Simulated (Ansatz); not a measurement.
# F₂H₄SSi₂ (built from SMILES F[Si](F)([SiH3])S; bonds differ from it in a structure shown): search for a transition state

Is there a first-order saddle for this 1,2-elimination, which should form Si2–H4 and break Si1–Si2, S3–H4, and which two structures does it connect?

Method: PBE0-D4, def2-SVP first, then def2-TZVP; program: Ansatz 0.2.0, Gaussian basis.

115 further runs of the same task are left out: 1 that didn't finish, 114 set aside as unsound or not needed. Runs told in other sessions of the task aren't counted.

## (1) Starting geometry

The guess: 9 atoms, charge 0, spin multiplicity 1.

Atoms are counted from 1 here; the program's logs count them from 0.

Bond lengths: Si1–Si2 2.343 Å, Si1–S3 2.059 Å, Si1–F5 1.598 Å, Si1–F6 1.598 Å, Si2–H4 1.719 Å, Si2–H7 1.476 Å, Si2–H8 1.484 Å, Si2–H9 1.477 Å. Angles: Si2–Si1–S3 84.9°, Si2–Si1–F5 119.0°, Si2–Si1–F6 118.9°, S3–Si1–F5 118.4°, S3–Si1–F6 118.4°, F5–Si1–F6 98.8°, Si1–Si2–H4 87.3°, Si1–Si2–H7 91.9°, Si1–Si2–H8 117.1°, Si1–Si2–H9 92.0°, H4–Si2–H7 79.5°, H4–Si2–H8 155.6°, H4–Si2–H9 79.6°, H7–Si2–H8 98.5°, H7–Si2–H9 158.5°, H8–Si2–H9 98.5°.

Geometry (Å):

| atom | x (Å) | y (Å) | z (Å) |
| --- | --- | --- | --- |
| Si1 | -0.8617 | 0.3603 | 0.8160 |
| Si2 | 0.8710 | -0.5315 | -0.4853 |
| S3 | -1.2592 | 1.5195 | -0.8381 |
| H4 | 0.3652 | 0.5295 | -1.7396 |
| F5 | -2.0074 | -0.6141 | 1.3549 |
| F6 | -0.4972 | 1.0936 | 2.1882 |
| H7 | 1.7378 | 0.6333 | -0.2172 |
| H8 | 1.7143 | -1.5811 | 0.1395 |
| H9 | -0.0627 | -1.4095 | -1.2184 |

Distances that are to change: Si2–H4 1.72 Å, Si1–Si2 2.34 Å, S3–H4 2.11 Å.

## (2) Relaxing the guess with the reacting distances held

File hold/in.yaml:

```yaml
crystal:
  periodic: [false, false, false]
  atoms:
    - {symbol: Si, position_ang: [-0.861700, 0.360300, 0.816000]}
    - {symbol: Si, position_ang: [0.871000, -0.531500, -0.485300]}
    - {symbol: S, position_ang: [-1.259200, 1.519500, -0.838100]}
    - {symbol: H, position_ang: [0.365200, 0.529500, -1.739600]}
    - {symbol: F, position_ang: [-2.007400, -0.614100, 1.354900]}
    - {symbol: F, position_ang: [-0.497200, 1.093600, 2.188200]}
    - {symbol: H, position_ang: [1.737800, 0.633300, -0.217200]}
    - {symbol: H, position_ang: [1.714300, -1.581100, 0.139500]}
    - {symbol: H, position_ang: [-0.062700, -1.409500, -1.218400]}
basis:
  gaussian: {orbitals: def2-SVP}
hamiltonian: {xc: pbe0, dispersion: d4}
relax: {f_tol: 0.04, max_steps: 150, escape_saddle: false, constraints: [{distance: [1, 3]}, {distance: [0, 1]}, {distance: [2, 3]}]}
```

The run is started by

```sh
> ansatz run in.yaml --threads 4 --pin off --events-out ev --progress --plain --max-ram 9574MiB
```

Further steps of the session: A starting Hessian; Saddle search in the small basis; Saddle search in triple zeta; Checking the order of the point; Relaxing after a step of 0.30 Å one way along the mode; Relaxing after a step of 0.30 Å the other way along the mode.

Before running it: what results should come out? Wanted: imaginary mode; barrier from the start side; barrier from the end side; energy of the step; pairs that change; zero-point energy at the saddle.

**Answer**, as computed:

```
                       quantity                                                     value
                 imaginary mode                                                 365i cm⁻¹
    barrier from the start side                                             52.6 kcal/mol
      barrier from the end side                                             32.7 kcal/mol
             energy of the step                                            +19.9 kcal/mol
              pairs that change  Si2–S3 formed, H4–H7 formed, Si2–H7 broken, S3–H4 broken
zero-point energy at the saddle                                                  1.071 eV
```

**Reading.** One imaginary mode, 365i cm⁻¹, makes this a first-order saddle. The two relaxations don't end on the planned structures: the search found another step. At PBE0-D4/def2-TZVP the electronic barrier is 52.6 kcal/mol, about 89 kT at 298 K, and the step runs 19.9 kcal/mol uphill. A step off the saddle overshot and began above it in energy, so the link to its end is likely but not proven.
